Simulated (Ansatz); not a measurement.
# LuAs: how the settings move a single-point run

Question: which choices in the input matter for LuAs?

Program: Ansatz 0.2.0. Level of theory: reference: DFT, PBEsol, PAW with Ansatz's default frozen-core files, scalar-relativistic; levels and slopes on a fine mesh, independent-particle optical spectra. These are calculated values, not measurements.

### 1 The structure to begin with

The structure is cubic, space group Fm-3m (No. 225). The conventional cell has a = 5.610 Å, b = 5.610 Å, c = 5.610 Å, α = 90.00°, β = 90.00°, γ = 90.00°. Lu (site symmetry m-3m) is surrounded by 6 As at 2.80 Å. As (site symmetry m-3m) is surrounded by 6 Lu at 2.80 Å.

Structure file:

```xyz
2
Lattice="0.0000 2.8048 2.8048 2.8048 0.0000 2.8048 2.8048 2.8048 0.0000" Properties=species:S:1:pos:R:3 pbc="T T T"
Lu    2.8048    2.8048    2.8048
As    0.0000    0.0000    0.0000
```

### 2 The reference run

Contents of input.yaml:

```yaml
crystal:
  lattice:
    - [0.0, 2.80476595366, 2.80476595366]
    - [2.80476595366, 0.0, 2.80476595366]
    - [2.80476595366, 2.80476595366, 0.0]
  atoms:
    - { symbol: Lu, position: [0.5, 0.5, 0.5] }
    - { symbol: As, position: [0.0, 0.0, 0.0] }
kpoints:
  mp_grid: { grid: [12, 12, 12] }
scf:
  occupations: { method: fermi_dirac, width: 0.1 }
hamiltonian:
  xc: pbesol
  pseudopotentials: { kind: paw }
output:
  forces: true
  stress: true
  eigenvalues: true
  eigenstates:
    nscf_kmesh: { grid: [16, 16, 16] }
    de_dk: true
    e_range: [-14, 14]
  optics:
    e_range: [0, 25]
    de: 0.2
    sigma: 0.1
    bands: { spectra_wanted_up_to: 25 }
    nscf_kmesh: { grid: [16, 16, 16] }
    drude_damping: 0.05
checkpoint:
  write: ck
  write_wavefunctions: false
```

The run is started by

```bash
ansatz run input.yaml --threads 1 --pin off --max-ram 3072MiB --backend cpu --events-out ev --progress --plain --runs-dir out
```

### 3 Changing settings: xc_grid 3, accuracy low

input.yaml: that of step 2 with these lines changed.

```diff
@@ -33 +33,4 @@
   write_wavefunctions: false
+basis:
+  xc_grid: 3
+accuracy: low
```

Before running it: what results should come out? Wanted: for each run, ending; energy change; pressure; gap; force.

As calculated:

| run | ending | energy change | pressure (GPa) | gap (eV) | force (eV/Å) | cycles | time |
| --- | --- | --- | --- | --- | --- | --- | --- |
| reference | converged | 0 | 0.0 | 0.00 | 0.00 | - | 91 s |
| 1: xc_grid 3, accuracy low | converged | 0.0 meV/atom | 0.0 | 0.00 | 0.00 | 11 | 89 s |

Residual by cycle in the longest SCF loop of each run; runs are numbered as in the table. The quantity is the density residual dr2, in eV.

```csv
cycle,reference,run 1
1,0.00154,0.00154
2,4.9e-4,4.9e-4
3,2.1e-4,2.1e-4
4,4.0e-5,4.0e-5
5,1.0e-6,1.0e-6
6,8.5e-8,8.5e-8
7,8.9e-9,8.8e-9
8,7.2e-10,7.1e-10
9,9.9e-11,9.7e-11
10,6.3e-12,6.3e-12
11,1.2e-13,1.2e-13
```

**Reading.** Changing the numerical grids and accuracy level leaves the energy as it was (0.0 meV/atom).
